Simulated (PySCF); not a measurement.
# CH5FO3Si2: geometry, spin-spin couplings

What spin-spin couplings should CH5FO3Si2 (`O=C(O[SiH2]F)[SiH2]O`) show?

Programs: PySCF 2.14.0, with density-fitted response routines of our own. Each step states its level of theory. These are calculated values for one molecule in the gas phase, unless marked as measured. Atoms count from 0, in the outputs and in this text.

### Step 1. The molecule as given

12 atoms, charge 0, multiplicity 1; geometry from: GFN2-xTB. The atoms were then displaced at random by about 0.01 Å, so the start is not that level's minimum.

Bonds of the start (Å): O0–C1 1.19, C1–O2 1.32, O2–Si3 1.70, Si3–F4 1.59, C1–Si5 1.91, Si5–O6 1.60, Si3–H7 1.45, Si3–H8 1.46, Si5–H9 1.47, Si5–H10 1.45, O6–H11 0.96.

### Step 2. Relaxing the molecule at PBE0-D3(BJ)/def2-SVP

What the job is given:

```
{"job": {"xc": "PBE0", "basis": "def2-SVP", "d3": "d3bj", "grid": 1, "shake": 0.01, "kind": "geom"}, "charge": 0, "multiplicity": 1}
O     -0.064660     1.471590     0.319700
C     -0.207200     0.302160     0.133050
O      0.842230    -0.495470     0.081930
Si     2.462450    -0.016290     0.263020
F      3.138890    -1.446760     0.081410
Si    -1.898440    -0.553650    -0.107200
O     -3.007550     0.599200     0.011060
H      2.868480     0.826380    -0.839200
H      2.688090     0.446150     1.634160
H     -2.084290    -1.526330     0.981540
H     -1.936310    -1.150600    -1.429860
H     -2.762000     1.515330     0.155540
```

Run with:

```sh
$ OMP_NUM_THREADS=1 python probes_run.py task.json out
```

The driver reads the jobs from task.json and runs them one after another.

**Question.** This job is followed by: B3LYP/6-31G* indirect spin-spin coupling, non-relativistic, gas phase. Predict these results of the whole session: point group; rotational constants (main isotopes); largest coupling of the table (B3LYP/6-31G*).

**Answer**, as computed:

```
                                    quantity                      value
                                 point group                         Cs
        rotational constants (main isotopes)       5.85, 0.75, 0.68 GHz
largest coupling of the table (B3LYP/6-31G*)  ¹J(Si,F) Si3–F4, 277.0 Hz
```

**Reading.** The start of the PBE0/def2-SVP relaxation was shaken at random by about 0.01 Å, so part of the energy gained, and of the first lengths quoted, undoes that. Over 15 steps the energy fell by 0.220 eV; of the close pairs, Si5–O6 changed most, 1.604 to 1.656 Å. No frequency check was run at this level, so the end point may be a saddle. Of the pairs tabulated at B3LYP/6-31G*, Si3–F4 couples most strongly (277.0 Hz; Fermi contact 212.5 Hz). Couplings across rotatable bonds belong to this one conformer; where others are populated, the observed values are averages. Couplings from bases without tight functions are rough.
